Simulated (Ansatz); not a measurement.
# AgCl: a single-point run

Aim: a sound single-point run of AgCl. The structure is shown as the input types it.

Program: Ansatz 0.2.0. Level of theory: density functional or hybrid calculation with the settings of its input, plane waves (as first typed). These are calculated values, not measurements.

4 further runs of the same task are left out: 4 that didn't finish.

## Step 1: The structure to begin with

Symmetry: Fm-3m, No. 225, cubic system. Conventional cell: a = 5.546 Å, b = 5.546 Å, c = 5.546 Å, α = 90.00°, β = 90.00°, γ = 90.00°. Ag (site symmetry m-3m) is surrounded by 6 Cl at 2.77 Å. Around Cl (site symmetry m-3m) lie 6 Ag at 2.77 Å.

Structure file:

```
Ag Cl
1.0
     0.00000    2.77318    2.77318
     2.77318    0.00000    2.77318
     2.77318    2.77318    0.00000
Ag Cl
1 1
Cartesian
  0.0000 0.0000 0.0000
  2.7732 2.7732 2.7732
```

## Step 2: The run

input.yaml

```yaml
crystal:
  lattice:
    - [0.0, 2.7731838126, 2.7731838126]
    - [2.7731838126, 0.0, 2.7731838126]
    - [2.7731838126, 2.7731838126, 0.0]
  atoms:
    - { symbol: Ag, position: [0.0, 0.0, 0.0] }
    - { symbol: Cl, position: [0.5, 0.5, 0.5] }
kpoints:
  mp_grid: { grid: [4, 4, 4] }
hamiltonian:
  xc: hse06
scf:
  occupations: { method: gaussian, width: 1.5 }
  n_extra_bands: 4
output:
  forces: true
  stress: true
  eigenvalues: true
```

The run is started by

```console
ansatz run input.yaml --threads 4 --pin off --max-ram 3686MiB --backend cpu --events-out ev --progress --plain --runs-dir out
```

What happens when this is run?

The program finished normally, with warnings (stress exchange threshold loose, stress scf threshold loose). Its log warns: «output.stress: scf.convergence.dr2_threshold = 1e-7 eV (the SCF's general default) is looser than the 2e-10 eV advised for a printed stress (1e-10 eV for each atom of the ...»

The suspect setting: scf.occupations.method is gaussian; scf.occupations.width is 1.5. A smearing of this width stands for electrons at many thousands of kelvin; it empties bonding states and fills antibonding ones.

Run again and compare: delete scf.occupations.width (the default then holds) and set scf.occupations.method to fixed.
